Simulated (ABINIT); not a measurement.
# BaPm (P-6m2) in ABINIT: single point with PBE

Aim: the single point of BaPm with PBE.

All numbers are computed with ABINIT 10.8.3 (patched build); they aren't measurements. Logs are shortened: lines on timing, memory, paths and dates and some standing lists are left out, and cuts for length are marked. The log counts tension as positive stress, the text compression.

## (1) The crystal as given

The structure is hexagonal, space group P-6m2 (No. 187). Conventional cell: a = 3.968 Å, b = 3.968 Å, c = 6.523 Å, α = 90.00°, β = 90.00°, γ = 120.00°. Pm (site symmetry -6m2) is surrounded by 6 Pm at 3.97 Å and 6 Ba at 3.99 Å. Ba (site symmetry -6m2) is surrounded by 6 Ba at 3.97 Å and 6 Pm at 3.99 Å.

The cell comes from a database or a generator and needn't be the stable form of this composition.

## (2) Single point, PBE, collinear spin, ferromagnetic start

The input, run.abi:

```
# Pseudopotentials
pp_dirpath "./"
pseudos "Pm.GGA_PBE-JTH.xml, Ba.GGA_PBE-JTH.xml"

# Structure
acell 7.4975089816 7.4975089816 12.3259729739
rprim
     1.0000000000     0.0000000000     0.0000000000
    -0.5000000000     0.8660254038     0.0000000000
     0.0000000000     0.0000000000     1.0000000000
ntypat 2
znucl 61 56
natom 2
typat 1 2
xred
     0.6666666667     0.3333333333     0.0000000000
     0.0000000000     0.0000000000     0.5000000000

# Plane-wave basis
ecut 544.227725 eV
pawecutdg 40.0
pawxcdev 0

# k points
kptopt 1
ngkpt 8 8 4
nshiftk 1
shiftk 0.0 0.0 0.0

# Exchange and correlation
ixc 11

# Bands and occupations
nband 21
occopt 3
tsmear 0.05 eV

# Spin
nsppol 2
spinat
     0.0000000000     0.0000000000     7.0000000000
     0.0000000000     0.0000000000     0.0000000000

# SCF cycle
nstep 100
tolvrs 1.0e-9

# Output
iomode 3
prtwf 0
prtden 0
prteig 0
prtebands 0
```

Potentials or basis: JTH PAW PBE v2.0.

Launch:

```
$ abinit run.abi > log 2>&1
```

run.abo:

```text
.Version 10.8.3 of ABINIT
 Symmetries : space group P-6 m 2 (#187); Bravais hP (primitive hexag.)
================================================================================
 Values of the parameters that define the memory need of the present run
     intxc =       0    ionmov =       0      iscf =      17    lmnmax =      32
     lnmax =       8     mgfft =      50  mpssoang =       4    mqgrid =    3510
     natom =       2  nloc_mem =       2    nspden =       2   nspinor =       1
    nsppol =       2      nsym =      12    n1xccc =       1    ntypat =       2
    occopt =       3   xclevel =       2
       mpw =        2591          nfft =       51200          nkpt =          30
 PAW method is used; the additional fine FFT grid is defined by:
   mgfftf=        72    nfftf =    145800
================================================================================
================================================================================

--------------------------------------------------------------------------------
------------- Echo of variables that govern the present computation ------------
--------------------------------------------------------------------------------
 -outvars: echo values of preprocessed input variables --------
            acell      7.4975089816E+00  7.4975089816E+00  1.2325972974E+01 Bohr
              amu      1.47910000E+02  1.37327000E+02
             ecut      2.00000000E+01 Hartree
              ixc          11
         kptrlatt        8    0    0      0    8    0      0    0    4
          kptrlen      4.93038919E+01
            natom           2
            nband          21
            ngfft          32      32      50
          ngfftdg          45      45      72
             nkpt          30
           nspden           2
           nsppol           2
            nstep         100
             nsym          12
           ntypat           2
           occopt           3
        pawecutdg      4.00000000E+01 Hartree
         pawxcdev           0
           prtden           0
        prtebands           0
           prteig           0
            prtwf           0
            rprim      1.0000000000E+00  0.0000000000E+00  0.0000000000E+00
                      -5.0000000000E-01  8.6602540380E-01  0.0000000000E+00
                       0.0000000000E+00  0.0000000000E+00  1.0000000000E+00
          spgroup         187
           spinat      0.0000000000E+00  0.0000000000E+00  7.0000000000E+00
                       0.0000000000E+00  0.0000000000E+00  0.0000000000E+00
           tolvrs      1.00000000E-09
           tsmear      1.83746611E-03 Hartree
            typat      1  2
           useylm           1
           xangst      1.9837554447E+00  1.1453217398E+00  0.0000000000E+00
                       1.9837556086E-10 -1.1453218346E-10  3.2613119978E+00
            xcart      3.7487544912E+00  2.1643444142E+00  0.0000000000E+00
                       3.7487548010E-10 -2.1643445935E-10  6.1629864870E+00
             xred      6.6666666670E-01  3.3333333330E-01  0.0000000000E+00
                       3.3333336091E-11 -3.3333336091E-11  5.0000000000E-01
            znucl       61.00000   56.00000

================================================================================

 chkinp: Checking input parameters for consistency.

================================================================================
== DATASET  1 ==================================================================

--- !DatasetInfo
iteration_state: {dtset: 1, }
dimensions: {natom: 2, nkpt: 30, mband: 21, nsppol: 2, nspinor: 1, nspden: 2, mpw: 2591, }
cutoff_energies: {ecut:  20.0, pawecutdg:  40.0, }
electrons: {nelect:   2.50000000E+01, charge:   0.00000000E+00, occopt:   3.00000000E+00, tsmear:   1.83746611E-03, }
meta: {optdriver: 0, ionmov: 0, optcell: 0, iscf: 17, paral_kgb: 0, }
...

 Exchange-correlation functional for the present dataset will be:
  GGA: Perdew-Burke-Ernzerhof functional - ixc=11
  J.P.Perdew, K.Burke, M.Ernzerhof, PRL 77, 3865 (1996)

 Real(R)+Recip(G) space primitive vectors, cartesian coordinates (Bohr,Bohr^-1):
 R(1)=  7.4975090  0.0000000  0.0000000  G(1)=  0.1333776  0.0770056  0.0000000
 R(2)= -3.7487545  6.4930332  0.0000000  G(2)=  0.0000000  0.1540112  0.0000000
 R(3)=  0.0000000  0.0000000 12.3259730  G(3)=  0.0000000  0.0000000  0.0811295
 Unit cell volume ucvol=  6.0004778E+02 bohr^3
 Angles (23,13,12)=  9.00000000E+01  9.00000000E+01  1.20000000E+02 degrees

 Coarse grid specifications (used for wave-functions):

 getcut: wavevector=  0.0000  0.0000  0.0000  ngfft=  32  32  50
         ecut(hartree)=     20.000   => boxcut(ratio)=   2.01497

[... 110 lines left out ...]
...

 Integrated electronic and magnetization densities in atomic spheres:
 ------------------------------------------------------------------------------------------------------------
 Radius=ratsph(iatom), smearing ratsm=  0.0000. Diff(up-dn)=approximate z local magnetic moment.
    Atom    Radius    up_density   dn_density  Total(up+dn)  Diff(up-dn)
    1 Pm   2.51918     8.520095     3.846439     12.366533     4.673656
    2 Ba   2.31519     3.254537     3.242327      6.496864     0.012211
 ------------------------------------------------------------------------------------------------------------
  Sum:                11.774632     7.088765     18.863397     4.685866
 Total magnetization (from the atomic spheres):                4.685866
 Total magnetization (exact up - dn):                          5.360010

================================================================================

 ----iterations are completed or convergence reached----

 Mean square residual over all n,k,spin=   92.546E-09; max=  36.048E-06
 reduced coordinates (array xred) for    2 atoms
       0.666666666700      0.333333333300      0.000000000000
       0.000000000033     -0.000000000033      0.500000000000
 rms dE/dt=  0.0000E+00; max dE/dt=  0.0000E+00; dE/dt below (all hartree)
    1       0.000000000000      0.000000000000      0.000000000000
    2       0.000000000000      0.000000000000      0.000000000000

 cartesian coordinates (angstrom) at end:
    1      1.98375544465421     1.14532173976901     0.00000000000000
    2      0.00000000019838    -0.00000000011453     3.26131199778457

 cartesian forces (hartree/bohr) at end:
    1     -0.00000000000000    -0.00000000000000    -0.00000000000000
    2     -0.00000000000000    -0.00000000000000    -0.00000000000000
 frms,max,avg= 0.0000000E+00 0.0000000E+00   0.000E+00  0.000E+00  0.000E+00 h/b

 cartesian forces (eV/Angstrom) at end:
    1     -0.00000000000000    -0.00000000000000    -0.00000000000000
    2     -0.00000000000000    -0.00000000000000    -0.00000000000000
 frms,max,avg= 0.0000000E+00 0.0000000E+00   0.000E+00  0.000E+00  0.000E+00 e/A
 length scales=  7.497508981600  7.497508981600 12.325972973900 bohr
              =  3.967510888912  3.967510888912  6.522623995569 angstroms
 Fermi (or HOMO) energy (hartree) =   0.11215   Average Vxc (hartree)=  -0.32244
 Magnetization (Bohr magneton)=  5.36000803E+00
 Total spin up =  1.51800040E+01   Total spin down =  9.81999599E+00
 Eigenvalues (hartree) for nkpt=  30  k points, SPIN UP:
 kpt#   1, nband= 21, wtk=  0.00391, kpt=  0.0000  0.0000  0.0000 (reduced coord)
  -1.32147   -0.92680   -0.60404   -0.59605   -0.59605   -0.38530   -0.36603   -0.36603
  -0.01855    0.06493    0.09957    0.10851    0.10851    0.10861    0.11186    0.11186
   0.11382    0.17084    0.17084    0.17130    0.17707
      occupation numbers for kpt#   1
   1.00000    1.00000    1.00000    1.00000    1.00000    1.00000    1.00000    1.00000
   1.00000    1.00000    0.99894    0.87890    0.87890    0.87304    0.54029    0.54029
   0.28749    0.00000    0.00000    0.00000    0.00000
 prteigrs : prtvol=0 or 1, do not print more k-points.

 Eigenvalues (hartree) for nkpt=  30  k points, SPIN DOWN:
 kpt#   1, nband= 21, wtk=  0.00391, kpt=  0.0000  0.0000  0.0000 (reduced coord)
  -1.24120   -0.92647   -0.54174   -0.53283   -0.53283   -0.38282   -0.36603   -0.36603
   0.00354    0.07811    0.18539    0.18920    0.19389    0.19389    0.20421    0.21513
   0.21513    0.22040    0.22040    0.22119    0.23377
      occupation numbers for kpt#   1
   1.00000    1.00000    1.00000    1.00000    1.00000    1.00000    1.00000    1.00000
   1.00000    1.00000    0.00000    0.00000    0.00000    0.00000    0.00000    0.00000
   0.00000    0.00000    0.00000    0.00000    0.00000
 prteigrs : prtvol=0 or 1, do not print more k-points.

--- !EnergyTerms
iteration_state     : {dtset: 1, }
comment             : Components of total free energy in Hartree
kinetic             :  2.03046258246694E+01
hartree             :  2.27349548363408E+01
xc                  : -1.54408073735161E+01
Ewald energy        : -6.84235548219804E+01
psp_core            :  5.36195138805593E+00
local_psp           : -5.75995751598234E+01
PAW spherical_terms : -1.82529787043198E+00
internal            : -9.48877031766858E+01
'-kT*entropy'       : -5.47060800391116E-03
total_energy        : -9.48931737846898E+01
total_energy_eV     : -2.58217480396219E+03
...

--- !EnergyTermsDC
iteration_state     : {dtset: 1, }
comment             : '"Double-counting" decomposition of free energy'
band_energy         : -9.28761563362562E+00
Ewald energy        : -6.84235548219804E+01
psp_core            :  5.36195138805593E+00
xc_dc               : -2.23483497404254E+01
PAW spherical_terms : -1.90138505835254E-01
internal            : -9.48877073138107E+01
'-kT*entropy'       : -5.47060800391116E-03
total_energy_dc     : -9.48931779218146E+01
total_energy_dc_eV  : -2.58217491653909E+03
...

--- !EnergyTermsWithPAWCore
iteration_state     : {dtset: 1, }
comment             : 'Components of total free energy, including PAW core contributions'
Total energy        : -1.81564340527061E+04
Total energy DC     : -1.81564340568432E+04
Total energy (eV)   : -4.94061739857869E+05
Total energy DC (eV): -4.94061739970445E+05
...

 Cartesian components of stress tensor (hartree/bohr^3)
  sigma(1 1)= -2.88126130E-05  sigma(3 2)=  0.00000000E+00
  sigma(2 2)= -2.88126133E-05  sigma(3 1)=  0.00000000E+00
  sigma(3 3)= -4.63147684E-05  sigma(2 1)=  0.00000000E+00

-Cartesian components of stress tensor (GPa)         [Pressure=  1.0193E+00 GPa]
- sigma(1 1)= -8.47696340E-01  sigma(3 2)=  0.00000000E+00
- sigma(2 2)= -8.47696350E-01  sigma(3 1)=  0.00000000E+00
- sigma(3 3)= -1.36262753E+00  sigma(2 1)=  0.00000000E+00

== END DATASET(S) ==============================================================
================================================================================

 -outvars: echo values of variables after computation  --------
            acell      7.4975089816E+00  7.4975089816E+00  1.2325972974E+01 Bohr
           etotal     -9.4893177922E+01
            fcart     -0.0000000000E+00 -0.0000000000E+00 -0.0000000000E+00
                      -0.0000000000E+00 -0.0000000000E+00 -0.0000000000E+00
            rprim      1.0000000000E+00  0.0000000000E+00  0.0000000000E+00
                      -5.0000000000E-01  8.6602540380E-01  0.0000000000E+00
                       0.0000000000E+00  0.0000000000E+00  1.0000000000E+00
           strten     -2.8812612973E-05 -2.8812613293E-05 -4.6314768392E-05
                       0.0000000000E+00  0.0000000000E+00  0.0000000000E+00
           xangst      1.9837554447E+00  1.1453217398E+00  0.0000000000E+00
                       1.9837556086E-10 -1.1453218346E-10  3.2613119978E+00
             xred      6.6666666670E-01  3.3333333330E-01  0.0000000000E+00
                       3.3333336091E-11 -3.3333336091E-11  5.0000000000E-01
 Calculation completed.
```

It took 4.8 min on 1 thread of Arm Neoverse V2, shared host; peak memory 0.25 GiB.

Results:

* Free energy: -2582.1749 eV
* Pressure: 1.0 GPa
* Band gap on the k mesh: none (metal or under the smearing width)
* Net moment: 5.36 μB per cell
* Site moments: Pm +4.67; Ba +0.01 μB
* Valence electrons inside the program's atomic spheres: Pm 12.37; Ba 6.50

Levels at points of the mesh, in eV from the Fermi level:
Spin up:
| k point | band 14 | band 15 | band 16 | band 17 | band 18 | band 19 |
| --- | --- | --- | --- | --- | --- | --- |
| (0.00, 0.00, 0.00) | -0.10 | -0.01 | -0.01 | 0.05 | 1.60 | 1.60 |
| (0.50, 0.00, 0.00) | -0.08 | -0.01 | -0.01 | 0.04 | 0.21 | 0.75 |
| (0.00, 0.00, 0.50) | -0.09 | 0.00 | 0.00 | 0.04 | 0.92 | 1.19 |
| (0.50, 0.00, 0.50) | -0.03 | -0.02 | -0.01 | 0.00 | 0.26 | 0.48 |
Spin down:
```csv
k point,band 6,band 7,band 8,band 9,band 10,band 11,band 12,band 13,band 14,band 15
"(0.00, 0.00, 0.00)",-13.47,-13.01,-13.01,-2.96,-0.93,1.99,2.10,2.22,2.22,2.50
"(0.50, 0.00, 0.00)",-14.04,-13.34,-13.25,-0.73,-0.32,-0.25,1.31,2.00,2.17,2.54
"(0.00, 0.00, 0.50)",-13.54,-13.01,-13.01,-1.77,-1.63,1.31,1.51,2.16,2.16,2.37
"(0.50, 0.00, 0.50)",-14.02,-13.33,-13.25,-0.98,-0.76,0.63,0.79,2.23,2.45,2.79
```

Caveat: this set's barium file shifts pressures by 1.5 GPa and gaps by 0.1 eV against other sets; the magnetic or orbital state may not be the lowest; spin-orbit coupling is left out, which moves the levels of the heavy elements; without U or exact exchange the open f shell lies at the Fermi level, which spoils levels, moments and volumes.

## (3) The reference run

An earlier run on the cell as given: functional PBE; potentials or basis JTH PAW PBE v2.0; cutoff 544 eV; k mesh 8 × 8 × 4; occupations fermi-dirac, width 0.05 eV; collinear spin, ferromagnetic start; starting moments [4.0, 0.0] μB.

* Pressure: 1.1 GPa
* Band gap on the k mesh: none (metal or under the smearing width)
* Net moment: 5.25 μB per cell
* Site moments: Pm +4.65; Ba +0.00 μB
* Valence electrons inside the program's atomic spheres: Pm 12.36; Ba 6.50
